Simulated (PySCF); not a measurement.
**[Hg(NH3)3]2+: other functionals and bases at one geometry**

How far do other levels of theory move the description of [Hg(NH3)3]2+, and what does each cost? The structure is generated, not taken from experiment.

Method: several levels, as the steps say, no spin–orbit coupling; program: PySCF 2.14.0.

3 further runs of the same task are left out: 2 for a known fault of the program, 1 that didn't finish.

**1. The system as given**

13 atoms, charge 2, spin multiplicity 1.

Bond lengths: Hg1–N2 2.283 Å, Hg1–N6 2.283 Å, Hg1–N10 2.283 Å, N2–H3 1.033 Å, N2–H4 1.033 Å, N2–H5 1.033 Å, N6–H7 1.033 Å, N6–H8 1.033 Å, N6–H9 1.033 Å, N10–H11 1.033 Å, N10–H12 1.033 Å, N10–H13 1.033 Å. Angles: N2–Hg1–N6 120.0°, N2–Hg1–N10 120.0°, N6–Hg1–N10 120.0°, Hg1–N2–H3 111.9°, Hg1–N2–H4 111.9°, Hg1–N2–H5 112.5°, H3–N2–H4 106.8°, H3–N2–H5 106.7°, H4–N2–H5 106.7°, Hg1–N6–H7 111.9°, Hg1–N6–H8 111.9°, Hg1–N6–H9 112.5°, H7–N6–H8 106.8°, H7–N6–H9 106.7°, H8–N6–H9 106.7°, Hg1–N10–H11 111.9°, Hg1–N10–H12 111.9°, Hg1–N10–H13 112.5° and more.

As a file:

```xyz
13

Hg    0.00000    0.00000    0.00000
N     2.28344    0.00230    0.00000
H     2.66995   -0.47783    0.82927
H     2.66995   -0.47783   -0.82927
H     2.67764    0.95670    0.00000
N    -1.14371    1.97637    0.00000
H    -0.92117    2.55116    0.82927
H    -0.92117    2.55116   -0.82927
H    -2.16735    1.84055    0.00000
N    -1.13973   -1.97867    0.00000
H    -1.74879   -2.07333    0.82927
H    -1.74879   -2.07333   -0.82927
H    -0.51029   -2.79725    0.00000
```

Formal oxidation states: Hg +2. An earlier session relaxed this geometry at TPSS, Hg def2-SVP with ECP60, N def2-SVP, H def2-SVP (singlet, point group C3h).

At TPSS on the finer grid: E = -322.426350 Eh, HOMO -17.29 eV, LUMO -12.36 eV, Mulliken charge on Hg1 +0.75 e, largest force component 0.004 eV/Å. 

Levels to run: PBE0; PBE; revPBE; BP86; TPSS, TZVP; TPSS, x2c-SVP. Hardware: 2 threads of Arm Neoverse V1, shared host.

**2. PBE0**

run.py (the lines that set the calculation)

```python
mol = gto.M(atom='''
Hg     0.00000     0.00000     0.00000
N      2.28344     0.00230     0.00000
H      2.66995    -0.47783     0.82927
H      2.66995    -0.47783    -0.82927
H      2.67764     0.95670     0.00000
N     -1.14371     1.97637     0.00000
H     -0.92117     2.55116     0.82927
H     -0.92117     2.55116    -0.82927
H     -2.16735     1.84055     0.00000
N     -1.13973    -1.97867     0.00000
H     -1.74879    -2.07333     0.82927
H     -1.74879    -2.07333    -0.82927
H     -0.51029    -2.79725     0.00000''',
    basis={'Hg': 'def2-SVP', 'N': 'def2-SVP', 'H': 'def2-SVP'},
    ecp={'Hg': 'def2-SVP'},
    charge=2, spin=0)
mf = dft.RKS(mol, xc='PBE0')
mf.grids.atom_grid = (75, 302)
mf = mf.density_fit()  # fitting sets: Hg def2-universal-JKFIT, N def2-universal-JKFIT, H def2-universal-JKFIT
mf.conv_tol = 1e-08; mf.max_cycle = 55
mf.kernel(dm0)  # dm0: the density of the relaxed state
```

Run with:

```sh
> OMP_NUM_THREADS=2 python run.py
```

What it wrote:

```text
init E= -322.243651392134
  HOMO = -0.686322553362752  LUMO = -0.425571251415823  gap/eV = 7.09540
cycle= 1 E= -322.246843891502  delta_E= -0.00319  |g|= 0.018  |ddm|= 0.239
  HOMO = -0.684049820418477  LUMO = -0.422828766834819  gap/eV = 7.10819
cycle= 2 E= -322.246876201985  delta_E= -3.23e-05  |g|= 0.0143  |ddm|= 0.0512
  HOMO = -0.685018652243378  LUMO = -0.423929953121361  gap/eV = 7.10459
cycle= 3 E= -322.246917889404  delta_E= -4.17e-05  |g|= 0.00266  |ddm|= 0.019
  HOMO = -0.685150398117948  LUMO = -0.423895173643071  gap/eV = 7.10912
cycle= 4 E= -322.246919234129  delta_E= -1.34e-06  |g|= 0.00137  |ddm|= 0.00453
  HOMO = -0.685020511068775  LUMO = -0.423792620495824  gap/eV = 7.10837
cycle= 5 E= -322.246919625357  delta_E= -3.91e-07  |g|= 0.000152  |ddm|= 0.001
  HOMO = -0.685043715850776  LUMO = -0.423816605763818  gap/eV = 7.10835
cycle= 6 E= -322.246919630735  delta_E= -5.38e-09  |g|= 9.42e-06  |ddm|= 0.000137
  HOMO = -0.685042007258643  LUMO = -0.423815102642831  gap/eV = 7.10835
Extra cycle  E= -322.246919630736  delta_E= -1.36e-12  |g|= 1.14e-05  |ddm|= 1.83e-05
converged SCF energy = -322.246919630736
```

Wall time 7.2 s (2 threads of Arm Neoverse V1, shared host).

It gives: E = -322.246920 Eh, HOMO -18.64 eV, LUMO -11.53 eV, Mulliken charge on Hg1 +0.83 e, largest force component 0.271 eV/Å. 

**3. PBE**

Edit run.py (the lines that set the calculation) of step 2 so:

```diff
@@ -17,3 +17,3 @@
     charge=2, spin=0)
-mf = dft.RKS(mol, xc='PBE0')
+mf = dft.RKS(mol, xc='PBE')
 mf.grids.atom_grid = (75, 302)
```

Run with:

```sh
> OMP_NUM_THREADS=2 python run.py
```

What it wrote:

```text
init E= -322.267089923086
  HOMO = -0.632618437038827  LUMO = -0.457986789661581  gap/eV = 4.75197
cycle= 1 E= -322.26818448109  delta_E= -0.00109  |g|= 0.015  |ddm|= 0.128
  HOMO = -0.632845260571118  LUMO = -0.457167331611348  gap/eV = 4.78044
cycle= 2 E= -322.268103535495  delta_E= 8.09e-05  |g|= 0.0248  |ddm|= 0.0621
  HOMO = -0.632902891451139  LUMO = -0.45770550461801  gap/eV = 4.76736
cycle= 3 E= -322.268256346051  delta_E= -0.000153  |g|= 0.00331  |ddm|= 0.0334
  HOMO = -0.633356620441535  LUMO = -0.458162811630869  gap/eV = 4.76727
cycle= 4 E= -322.268258457406  delta_E= -2.11e-06  |g|= 0.00141  |ddm|= 0.00403
  HOMO = -0.633205785183935  LUMO = -0.458042848173735  gap/eV = 4.76643
cycle= 5 E= -322.268258886152  delta_E= -4.29e-07  |g|= 0.00014  |ddm|= 0.00132
  HOMO = -0.633194559495343  LUMO = -0.458026525695669  gap/eV = 4.76656
cycle= 6 E= -322.268258892308  delta_E= -6.16e-09  |g|= 4.86e-05  |ddm|= 0.000294
  HOMO = -0.633192980869104  LUMO = -0.458027942617793  gap/eV = 4.76648
Extra cycle  E= -322.268258889566  delta_E= 2.74e-09  |g|= 0.000117  |ddm|= 0.00017
converged SCF energy = -322.268258889566
```

Wall time 7.4 s (2 threads of Arm Neoverse V1, shared host).

Result: E = -322.268259 Eh, HOMO -17.23 eV, LUMO -12.46 eV, Mulliken charge on Hg1 +0.71 e, largest force component 0.116 eV/Å. 

**4. revPBE**

Edit run.py (the lines that set the calculation) of step 3 so:

```diff
@@ -17,3 +17,3 @@
     charge=2, spin=0)
-mf = dft.RKS(mol, xc='PBE')
+mf = dft.RKS(mol, xc='PBE_R,PBE')
 mf.grids.atom_grid = (75, 302)
```

Run with:

```sh
> OMP_NUM_THREADS=2 python run.py
```

What it wrote:

```text
init E= -322.474671051434
  HOMO = -0.630923307438316  LUMO = -0.455199627983248  gap/eV = 4.78168
cycle= 1 E= -322.475263207671  delta_E= -0.000592  |g|= 0.0299  |ddm|= 0.127
  HOMO = -0.631732366742237  LUMO = -0.454959433887273  gap/eV = 4.81024
cycle= 2 E= -322.474865999379  delta_E= 0.000397  |g|= 0.051  |ddm|= 0.0937
  HOMO = -0.630986547344484  LUMO = -0.455060929003992  gap/eV = 4.78718
cycle= 3 E= -322.475453141319  delta_E= -0.000587  |g|= 0.00516  |ddm|= 0.0602
  HOMO = -0.631478674940282  LUMO = -0.455449749381366  gap/eV = 4.78999
cycle= 4 E= -322.475458690303  delta_E= -5.55e-06  |g|= 0.000742  |ddm|= 0.00461
  HOMO = -0.631375459364343  LUMO = -0.455341904309222  gap/eV = 4.79012
cycle= 5 E= -322.475458818322  delta_E= -1.28e-07  |g|= 7.83e-05  |ddm|= 0.00094
  HOMO = -0.631375291416908  LUMO = -0.45534566069524  gap/eV = 4.79001
cycle= 6 E= -322.475458819486  delta_E= -1.16e-09  |g|= 3.76e-05  |ddm|= 0.000106
  HOMO = -0.631374192937389  LUMO = -0.45534618742192  gap/eV = 4.78997
Extra cycle  E= -322.475458817729  delta_E= 1.76e-09  |g|= 9.28e-05  |ddm|= 0.000137
converged SCF energy = -322.475458817729
```

Run time: 7.8 s. Hardware: 2 threads of Arm Neoverse V1, shared host.

It gives: E = -322.475459 Eh, HOMO -17.18 eV, LUMO -12.39 eV, Mulliken charge on Hg1 +0.73 e, largest force component 0.098 eV/Å. 

**5. BP86**

Edit run.py (the lines that set the calculation) of step 4 so:

```diff
@@ -17,3 +17,3 @@
     charge=2, spin=0)
-mf = dft.RKS(mol, xc='PBE_R,PBE')
+mf = dft.RKS(mol, xc='B88,P86')
 mf.grids.atom_grid = (75, 302)
```

Run with:

```sh
> OMP_NUM_THREADS=2 python run.py
```

What it wrote:

```text
init E= -322.588264114155
  HOMO = -0.636896201505655  LUMO = -0.462482931629697  gap/eV = 4.74603
cycle= 1 E= -322.589259723775  delta_E= -0.000996  |g|= 0.0151  |ddm|= 0.147
  HOMO = -0.636900409342704  LUMO = -0.461249881397729  gap/eV = 4.77969
cycle= 2 E= -322.589169969456  delta_E= 8.98e-05  |g|= 0.0259  |ddm|= 0.0681
  HOMO = -0.636862187774567  LUMO = -0.461745407993682  gap/eV = 4.76517
cycle= 3 E= -322.589340150833  delta_E= -0.00017  |g|= 0.00312  |ddm|= 0.0344
  HOMO = -0.63734213670192  LUMO = -0.46226693077114  gap/eV = 4.76404
cycle= 4 E= -322.5893423103  delta_E= -2.16e-06  |g|= 0.00136  |ddm|= 0.00474
  HOMO = -0.637202152313429  LUMO = -0.46215370012423  gap/eV = 4.76331
cycle= 5 E= -322.589342772966  delta_E= -4.63e-07  |g|= 0.000123  |ddm|= 0.00127
  HOMO = -0.63719194349869  LUMO = -0.462139233249799  gap/eV = 4.76343
cycle= 6 E= -322.589342706413  delta_E= 6.66e-08  |g|= 4.66e-05  |ddm|= 0.000223
  HOMO = -0.637192105762581  LUMO = -0.462138682793286  gap/eV = 4.76345
cycle= 7 E= -322.589342706722  delta_E= -3.1e-10  |g|= 2.97e-05  |ddm|= 7.6e-05
  HOMO = -0.637189756989913  LUMO = -0.462138450853892  gap/eV = 4.76339
Extra cycle  E= -322.589342705635  delta_E= 1.09e-09  |g|= 7.32e-05  |ddm|= 0.000107
converged SCF energy = -322.589342705635
```

Wall time 8.1 s (2 threads of Arm Neoverse V1, shared host).

It gives: E = -322.589343 Eh, HOMO -17.34 eV, LUMO -12.58 eV, Mulliken charge on Hg1 +0.71 e, largest force component 0.149 eV/Å. 

**6. TPSS, TZVP**

Basis: Hg def2-TZVP with ECP60, N def2-TZVP, H def2-TZVP. 

Edit run.py (the lines that set the calculation) of step 5 so:

```diff
@@ -14,6 +14,6 @@
 H     -0.51029    -2.79725     0.00000''',
-    basis={'Hg': 'def2-SVP', 'N': 'def2-SVP', 'H': 'def2-SVP'},
-    ecp={'Hg': 'def2-SVP'},
+    basis={'Hg': 'def2-TZVP', 'N': 'def2-TZVP', 'H': 'def2-TZVP'},
+    ecp={'Hg': 'def2-TZVP'},
     charge=2, spin=0)
-mf = dft.RKS(mol, xc='B88,P86')
+mf = dft.RKS(mol, xc='TPSS')
 mf.grids.atom_grid = (75, 302)
@@ -21,2 +21,2 @@
 mf.conv_tol = 1e-08; mf.max_cycle = 55
-mf.kernel(dm0)  # dm0: the density of the relaxed state
+mf.kernel(dm0)  # dm0: free metal ions and neutral atoms
```

Run with:

```sh
> OMP_NUM_THREADS=2 python run.py
```

What it wrote:

```text
init E= -321.838082320705
  HOMO = -0.817314830699899  LUMO = -0.657867053289804  gap/eV = 4.33880
cycle= 1 E= -322.365152720466  delta_E= -0.527  |g|= 0.98  |ddm|=  3.1
  HOMO = -0.450801136974523  LUMO = -0.320036365528404  gap/eV = 3.55829
cycle= 2 E= -322.21707906825  delta_E= 0.148  |g|= 1.39  |ddm|= 2.52
  HOMO = -0.62916816240352  LUMO = -0.442959177521365  gap/eV = 5.06700
cycle= 3 E= -322.628677422184  delta_E= -0.412  |g|= 0.145  |ddm|= 1.24
  HOMO = -0.633295403329189  LUMO = -0.452827998314939  gap/eV = 4.91077
cycle= 4 E= -322.633012868723  delta_E= -0.00434  |g|= 0.0337  |ddm|= 0.186
  HOMO = -0.634056834073662  LUMO = -0.452277392200248  gap/eV = 4.94647
cycle= 5 E= -322.633073980576  delta_E= -6.11e-05  |g|= 0.0313  |ddm|= 0.0539
  HOMO = -0.633620839358501  LUMO = -0.452302345392258  gap/eV = 4.93393
cycle= 6 E= -322.633266824162  delta_E= -0.000193  |g|= 0.00207  |ddm|= 0.0286
  HOMO = -0.633607402553201  LUMO = -0.452229457317339  gap/eV = 4.93555
cycle= 7 E= -322.633267950693  delta_E= -1.13e-06  |g|= 0.000193  |ddm|= 0.00308
  HOMO = -0.633627402503684  LUMO = -0.452252647826258  gap/eV = 4.93546
cycle= 8 E= -322.63326796126  delta_E= -1.06e-08  |g|= 1.99e-05  |ddm|= 0.000318
  HOMO = -0.633626071390928  LUMO = -0.452251971317729  gap/eV = 4.93544
cycle= 9 E= -322.633267961167  delta_E= 9.24e-11  |g|= 2.82e-05  |ddm|= 3.74e-05
  HOMO = -0.633624468000328  LUMO = -0.452251762412406  gap/eV = 4.93540
Extra cycle  E= -322.633267960342  delta_E= 8.25e-10  |g|= 6.62e-05  |ddm|= 7.42e-05
converged SCF energy = -322.633267960342
```

Run time: 35 s. Hardware: 2 threads of Arm Neoverse V1, shared host.

Read off: E = -322.633268 Eh, HOMO -17.24 eV, LUMO -12.31 eV, Mulliken charge on Hg1 +0.92 e, largest force component 0.318 eV/Å. 

**7. TPSS, x2c-SVP**

Basis: Hg x2c-SVPall, N x2c-SVPall, H x2c-SVPall. All electrons are treated, with the spin-free X2C Hamiltonian.

Edit run.py (the lines that set the calculation) of step 6 so:

```diff
@@ -14,8 +14,9 @@
 H     -0.51029    -2.79725     0.00000''',
-    basis={'Hg': 'def2-TZVP', 'N': 'def2-TZVP', 'H': 'def2-TZVP'},
-    ecp={'Hg': 'def2-TZVP'},
+    basis={'Hg': 'x2c-SVPall', 'N': 'x2c-SVPall', 'H': 'x2c-SVPall'},
+    nucmod='G',
     charge=2, spin=0)
 mf = dft.RKS(mol, xc='TPSS')
-mf.grids.atom_grid = (75, 302)
-mf = mf.density_fit()  # fitting sets: Hg def2-universal-JKFIT, N def2-universal-JKFIT, H def2-universal-JKFIT
+mf.grids.atom_grid = (99, 590)
+mf = mf.density_fit()  # fitting sets: Hg AutoAux, N AutoAux, H AutoAux
+mf = mf.sfx2c1e()
 mf.conv_tol = 1e-08; mf.max_cycle = 55
```

Run with:

```sh
> OMP_NUM_THREADS=2 python run.py
```

What it wrote:

```text
init E= -19792.4583017747
  HOMO = -0.809619776892162  LUMO = -0.654204258683282  gap/eV = 4.22907
cycle= 1 E= -19792.9027501142  delta_E= -0.444  |g|= 0.854  |ddm|= 3.94
  HOMO = -0.49167014458833  LUMO = -0.33461330450501  gap/eV = 4.27373
cycle= 2 E= -19792.8401202765  delta_E= 0.0626  |g|= 1.13  |ddm|= 2.41
  HOMO = -0.633551925586491  LUMO = -0.446075121598555  gap/eV = 5.10150
cycle= 3 E= -19793.1014513961  delta_E= -0.261  |g|= 0.15  |ddm|= 1.01
  HOMO = -0.6367877315594  LUMO = -0.455786198487058  gap/eV = 4.92530
cycle= 4 E= -19793.1053199014  delta_E= -0.00387  |g|= 0.0383  |ddm|= 0.208
  HOMO = -0.637801761926633  LUMO = -0.455603506775009  gap/eV = 4.95787
cycle= 5 E= -19793.1055259364  delta_E= -0.000206  |g|= 0.0226  |ddm|= 0.0631
  HOMO = -0.637466356820298  LUMO = -0.455783733460667  gap/eV = 4.94384
cycle= 6 E= -19793.1056283426  delta_E= -0.000102  |g|= 0.00126  |ddm|= 0.0266
  HOMO = -0.637502707358182  LUMO = -0.455764039121626  gap/eV = 4.94536
cycle= 7 E= -19793.1056287911  delta_E= -4.48e-07  |g|= 0.000131  |ddm|= 0.00212
  HOMO = -0.637518696639596  LUMO = -0.455781990620618  gap/eV = 4.94531
cycle= 8 E= -19793.1056287953  delta_E= -4.13e-09  |g|= 2.88e-05  |ddm|= 0.000235
  HOMO = -0.637518667685488  LUMO = -0.455781646954046  gap/eV = 4.94532
Extra cycle  E= -19793.1056287949  delta_E= 4.11e-10  |g|= 5.29e-05  |ddm|= 8.59e-05
converged SCF energy = -19793.1056287949
```

It took 72 s on 2 threads of Arm Neoverse V1, shared host.

Result: E = -19793.105629 Eh, HOMO -17.35 eV, LUMO -12.40 eV, Mulliken charge on Hg1 +0.51 e, largest force component 0.091 eV/Å. 

**8. All levels side by side**

| level | state | HOMO (eV) | gap (eV) | charge on Hg1 (e) | dipole (D) | largest force (eV/Å) | basis functions | time |
| --- | --- | --- | --- | --- | --- | --- | --- | --- |
| TPSS (relaxed here) | singlet | -17.29 | 4.93 | 0.75 | 0.00 | 0.00 | 119 | 56 s |
| PBE0 | singlet | -18.64 | 7.11 | 0.83 | 0.00 | 0.27 | 119 | 7.2 s |
| PBE | singlet | -17.23 | 4.77 | 0.71 | 0.00 | 0.12 | 119 | 7.4 s |
| revPBE | singlet | -17.18 | 4.79 | 0.73 | 0.00 | 0.10 | 119 | 7.8 s |
| BP86 | singlet | -17.34 | 4.76 | 0.71 | 0.00 | 0.15 | 119 | 8.1 s |
| TPSS, TZVP | singlet | -17.24 | 4.94 | 0.92 | 0.00 | 0.32 | 190 | 35 s |
| TPSS, x2c-SVP | singlet | -17.35 | 4.95 | 0.51 | 0.00 | 0.09 | 156 | 72 s |

Times are on 2 threads of Arm Neoverse V1, shared host; the first row also made further properties. The dipole of a charged species depends on the origin, so these sizes hold for this origin alone.

In one basis the HOMO–LUMO gap runs from 4.76 eV (BP86) to 7.11 eV (PBE0). The largest leftover force, 0.32 eV/Å with TPSS, TZVP, stands at a geometry relaxed at another level. The Mulliken charge on Hg spans +0.51 to +0.92 e over the levels. Total energies of different levels can't be compared. Spin–orbit coupling is left out throughout.
